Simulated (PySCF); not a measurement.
**One shape, several levels: C2H7NSi (SMILES C=N[SiH2]C)**

We compute a comparison of 6 runs (HF/STO-3G, HF/6-31G, HF/def2-SVP, HF/def2-SVPD, B3LYP/6-31G*, PBE0/def2-SVP) of C2H7NSi. Input form: a Python script.

The results are computed with PySCF 2.14.0.

### 1 Starting point

C2H7NSi: 11 atoms, total charge 0, spin state singlet. As SMILES, `C=N[SiH2]C`. The shape is that of a PBE0-D4/def2-TZVP optimisation. This is one conformer, not always the lowest.

Bond lengths: C1–N2 1.257 Å, N2–Si3 1.747 Å, Si3–C4 1.862 Å, C1–H5 1.097 Å, C1–H6 1.103 Å, Si3–H7 1.497 Å, Si3–H8 1.486 Å, C4–H9 1.092 Å, C4–H10 1.093 Å, C4–H11 1.092 Å. Some angles: C1–N2–Si3 124.0°, N2–Si3–C4 108.8°, N2–C1–H5 120.4°, N2–C1–H6 124.2°, N2–Si3–H7 110.9°, N2–Si3–H8 106.9°, C4–Si3–H7 110.6°, C4–Si3–H8 110.8°, Si3–C4–H9 110.4°, Si3–C4–H10 110.6°.

### 2 Energy and forces at HF/STO-3G (run 1)

mol.xyz reads:

```xyz
11
C2H7NSi
C     -0.763200     2.027200     0.389900
N     -0.749500     1.001600    -0.336400
Si    -0.379200    -0.602800     0.247400
C      1.068600    -1.271000    -0.713200
H     -0.997700     3.009000    -0.039500
H     -0.550300     2.023600     1.471900
H     -0.075100    -0.581600     1.713400
H     -1.590400    -1.434700     0.023400
H      0.849500    -1.270200    -1.783000
H      1.292800    -2.296000    -0.407900
H      1.959900    -0.662200    -0.545500
```

job.py reads:

```python
from pyscf import gto, scf

mol = gto.M(
    atom='mol.xyz',
    verbose=4,
    spin=0,
    max_memory=1860,
    basis='sto-3g',
)

myscf = scf.RHF(mol)
myscf.conv_tol = 1e-10
myscf.kernel()
if not myscf.converged:
    myscf = myscf.newton().run(myscf.mo_coeff, myscf.mo_occ)

e_final = myscf.e_tot
print('E = %.10f Eh' % e_final)
grad = myscf.nuc_grad_method().kernel()
myscf.analyze()
```

The run is started by

```bash
$ OMP_NUM_THREADS=1 python job.py
```

Log:

```text
PySCF version 2.14.0

[... 80 lines left out ...]
Nuclear Repulsion Energy =             159.522872114083441
[... 6 lines left out ...]
MO #1   energy= -68.0157759521943  occ= 2
[... 4 lines left out ...]
MO #6   energy= -4.01815656300666  occ= 2
[... 4 lines left out ...]
MO #11  energy= -0.772233590253965 occ= 2
[... 4 lines left out ...]
MO #16  energy= -0.486191576436598 occ= 2
[... 4 lines left out ...]
MO #21  energy= 0.306555068479694  occ= 0
[... 4 lines left out ...]
MO #26  energy= 0.667669368124923  occ= 0
[... 4 lines left out ...]
MO #31  energy= 1.0287410620115    occ= 0
[... 45 lines left out ...]
Dipole moment(X, Y, Z, Debye):  0.50103, -0.56242,  1.16956
```

It took 2.9 s on 1 thread of Intel Xeon at 2.70GHz, shared host; peak memory 0.12 GiB.

### 3 Energy and gradient at HF/6-31G (run 2)

input.py reads:

```python
import pyscf.grad
from pyscf import gto, scf

system = gto.M(
    atom='''
C     -0.763200     2.027200     0.389900
N     -0.749500     1.001600    -0.336400
Si    -0.379200    -0.602800     0.247400
C      1.068600    -1.271000    -0.713200
H     -0.997700     3.009000    -0.039500
H     -0.550300     2.023600     1.471900
H     -0.075100    -0.581600     1.713400
H     -1.590400    -1.434700     0.023400
H      0.849500    -1.270200    -1.783000
H      1.292800    -2.296000    -0.407900
H      1.959900    -0.662200    -0.545500
''',
    basis='6-31g',
    spin=0,
    verbose=3,
    max_memory=1860,
)

myscf = scf.RHF(system)
myscf.conv_tol = 1e-10
myscf.kernel()
if not myscf.converged:
    myscf = myscf.newton().run(myscf.mo_coeff, myscf.mo_occ)

e_tot = myscf.e_tot
print('Final energy', e_tot)
grad = myscf.Gradients().kernel()
dip = myscf.dip_moment()
pop, q = myscf.mulliken_pop()
```

The run is started by

```bash
$ OMP_NUM_THREADS=1 python input.py
```

Log:

```text
converged SCF energy = -423.055892486506
Final energy -423.0558924865057
--------------- RHF gradients ---------------
         x                y                z
0 C     0.0034480320    -0.0225431753    -0.0011559201
1 N     0.0035625664    -0.0245484775    -0.0011022008
2 Si     0.0060983914     0.0287915925    -0.0074820687
3 C    -0.0154747247     0.0085149796     0.0089360648
4 H    -0.0029806962     0.0113633448    -0.0061913106
5 H     0.0023633123    -0.0004502791     0.0113785756
6 H    -0.0000662925    -0.0015906023    -0.0022441978
7 H     0.0011458052     0.0017878315    -0.0007953413
8 H    -0.0019834914    -0.0000609559    -0.0058536256
9 H    -0.0000919800    -0.0051144219     0.0025573670
10 H     0.0039790774     0.0038501635     0.0019526574
----------------------------------------------
Dipole moment(X, Y, Z, Debye):  0.84623,  0.25376,  1.52660
 ** Mulliken pop  **
pop of  0 C 1s            1.99761
pop of  0 C 2s            0.71594
pop of  0 C 3s            0.52107
pop of  0 C 2px           0.47827
pop of  0 C 2py           0.75274
pop of  0 C 2pz           0.73000
pop of  0 C 3px           0.37030
pop of  0 C 3py           0.19925
pop of  0 C 3pz           0.29108
pop of  1 N 1s            1.99803
pop of  1 N 2s            0.78689
pop of  1 N 3s            0.95844
pop of  1 N 2px           0.60864
pop of  1 N 2py           0.81381
pop of  1 N 2pz           0.95476
pop of  1 N 3px           0.54518
pop of  1 N 3py           0.37501
pop of  1 N 3pz           0.67000
pop of  2 Si 1s           1.99973
pop of  2 Si 2s           1.99834
pop of  2 Si 3s           0.93112
pop of  2 Si 4s           0.13663
pop of  2 Si 2px          1.99218
pop of  2 Si 2py          1.99152
pop of  2 Si 2pz          1.99191
pop of  2 Si 3px          0.62331
pop of  2 Si 3py          0.49428
pop of  2 Si 3pz          0.60256
pop of  2 Si 4px          0.03661
pop of  2 Si 4py         -0.01845
pop of  2 Si 4pz          0.02924
pop of  3 C 1s            1.99764
pop of  3 C 2s            0.62592
pop of  3 C 3s            0.79440
pop of  3 C 2px           0.69739
pop of  3 C 2py           0.68994
pop of  3 C 2pz           0.69528
pop of  3 C 3px           0.47561
pop of  3 C 3py           0.42858
pop of  3 C 3pz           0.45958
pop of  4 H 1s            0.53959
pop of  4 H 2s            0.29049
pop of  5 H 1s            0.54020
pop of  5 H 2s            0.32250
pop of  6 H 1s            0.50625
pop of  6 H 2s            0.73033
pop of  7 H 1s            0.50826
pop of  7 H 2s            0.68903
pop of  8 H 1s            0.51809
pop of  8 H 2s            0.28111
pop of  9 H 1s            0.52137
pop of  9 H 2s            0.29907
pop of  10 H 1s           0.52077
pop of  10 H 2s           0.29264
 ** Mulliken atomic charges  **
charge of    0C =     -0.05625
charge of    1N =     -0.71074
charge of    2Si =      1.19101
charge of    3C =     -0.86433
charge of    4H =      0.16992
charge of    5H =      0.13730
charge of    6H =     -0.23657
charge of    7H =     -0.19729
charge of    8H =      0.20080
charge of    9H =      0.17956
charge of   10H =      0.18659
```

Wall time 4.5 s (1 thread of Intel Xeon at 2.70GHz, shared host); peak memory 0.12 GiB.

Run 3 isn't shown in full; the table further down has it.

### 4 Energy and gradient at HF/def2-SVPD (run 4)

calc.py reads:

```python
from pyscf import gto

system = gto.M(
    atom='''
C     -1.442239     3.830853     0.736804
N     -1.416350     1.892750    -0.635704
Si    -0.716584    -1.139127     0.467518
C      2.019361    -2.401842    -1.347753
H     -1.885380     5.686186    -0.074644
H     -1.039916     3.824050     2.781488
H     -0.141918    -1.099065     3.237857
H     -3.005420    -2.711190     0.044220
H      1.605322    -2.400330    -3.369382
H      2.443038    -4.338811    -0.770819
H      3.703674    -1.251377    -1.030846
''',
    unit='bohr',
    max_memory=1860,
    verbose=3,
    basis='def2-svpd',
)

hf = system.RHF()
hf.conv_tol = 1e-10
hf.kernel()
if not hf.converged:
    hf = hf.newton().run(hf.mo_coeff, hf.mo_occ)

etot = hf.e_tot
print(f'total energy: {etot:.8f} hartree')
grad = hf.nuc_grad_method().kernel()
hf.analyze()
```

The run is started by

```bash
$ OMP_NUM_THREADS=1 python calc.py
```

Log:

```text
converged SCF energy = -423.011151739524
[... 13 lines left out ...]
MO #4   energy= -11.2125301797779  occ= 2
[... 16 lines left out ...]
MO #21  energy= 0.0968639634202022 occ= 0
[... 16 lines left out ...]
MO #38  energy= 0.30547422795022   occ= 0
[... 16 lines left out ...]
MO #55  energy= 0.49613605357877   occ= 0
[... 16 lines left out ...]
MO #72  energy= 0.718318147982951  occ= 0
[... 16 lines left out ...]
MO #89  energy= 1.18684627235138   occ= 0
[... 16 lines left out ...]
MO #106 energy= 1.85305525026108   occ= 0
[... 16 lines left out ...]
MO #123 energy= 2.38396194996552   occ= 0
[... 16 lines left out ...]
MO #140 energy= 3.66373582781935   occ= 0
[... 12 lines left out ...]
Dipole moment(X, Y, Z, Debye):  0.68932,  0.61915,  1.09318
```

It took 25 s on 1 thread of Intel Xeon at 2.70GHz, shared host; peak memory 0.48 GiB.

Run 5 isn't shown in full; the table further down has it.

### 5 Energy and gradient at PBE0/def2-SVP (run 6)

input.py reads:

```python
# C=N[SiH2]C
import pyscf.grad
from pyscf import gto, dft

mol = gto.M(
    atom='''
C       -0.763200       2.027200       0.389900
N       -0.749500       1.001600      -0.336400
Si      -0.379200      -0.602800       0.247400
C        1.068600      -1.271000      -0.713200
H       -0.997700       3.009000      -0.039500
H       -0.550300       2.023600       1.471900
H       -0.075100      -0.581600       1.713400
H       -1.590400      -1.434700       0.023400
H        0.849500      -1.270200      -1.783000
H        1.292800      -2.296000      -0.407900
H        1.959900      -0.662200      -0.545500
''',
    basis='def2-svp',
    verbose=4,
    max_memory=1860,
)

myscf = dft.RKS(mol, xc='pbe0')
myscf.conv_tol = 1e-10
myscf.grids.level = 5
myscf.kernel()
if not myscf.converged:
    myscf = myscf.newton().run(myscf.mo_coeff, myscf.mo_occ)

energy = myscf.e_tot
print('E(%s) = %.9f' % ('PBE0', energy))
grad = myscf.Gradients().kernel()
myscf.analyze()
```

The run is started by

```bash
$ OMP_NUM_THREADS=1 python input.py
```

Log:

```text
PySCF version 2.14.0

[... 97 lines left out ...]
Two-electron Coulomb Energy =          356.026863095011777
[... 13 lines left out ...]
MO #11  energy= -0.628081325849088 occ= 2
[... 11 lines left out ...]
MO #23  energy= 0.0723258693549167 occ= 0
[... 11 lines left out ...]
MO #35  energy= 0.404796824726991  occ= 0
[... 11 lines left out ...]
MO #47  energy= 0.676142192791115  occ= 0
[... 11 lines left out ...]
MO #59  energy= 1.19003853605868   occ= 0
[... 11 lines left out ...]
MO #71  energy= 1.77209724590565   occ= 0
[... 11 lines left out ...]
MO #83  energy= 2.3918048806817    occ= 0
[... 11 lines left out ...]
MO #95  energy= 3.23304893678421   occ= 0
[... 109 lines left out ...]
Dipole moment(X, Y, Z, Debye):  0.75087,  0.32532,  0.79258
```

It took 36 s on 1 thread of Intel Xeon at 2.70GHz, shared host; peak memory 0.97 GiB.

### 6 All runs side by side

```tsv
run	level	Cartesian functions	integration grid	energy (Eh)	dipole moment (D)	HOMO energy (eV)	LUMO energy (eV)	wall time
1	HF/STO-3G	no	–	-418.214185	1.39	-7.98	8.34	2.9 s
2	HF/6-31G	no	–	-423.055892	1.76	-10.26	3.71	4.5 s
3	HF/def2-SVP	no	–	-423.001260	1.46	-10.56	3.62	7.5 s
4	HF/def2-SVPD	no	–	-423.011152	1.43	-10.62	2.64	25 s
5	B3LYP/6-31G* (Cartesian functions)	yes	5	-424.667585	1.16	-6.60	-0.61	33 s
6	PBE0/def2-SVP	no	5	-424.181685	1.14	-6.94	-0.62	36 s
```

### 7 Results

```
                       quantity          value
            run 6: total energy  -424.18169 Eh
           run 6: dipole moment         1.14 D
             run 6: HOMO energy       -6.94 eV
             run 6: LUMO energy       -0.62 eV
           run 6: HOMO–LUMO gap        6.32 eV
run 6: largest force on an atom     0.351 eV/Å
```

What this shows: The dipole moment (its size) runs from 1.14 D (PBE0/def2-SVP) to 1.76 D (HF/6-31G). The two ends differ in method and basis. The HOMO–LUMO gap runs from 5.98 eV (B3LYP/6-31G*) to 16.32 eV (HF/STO-3G). Totals of different functionals can't be ranked against each other. In run 1 the basis is minimal, so the values are rough. All runs together took 1.8 min, the longest 36 s.
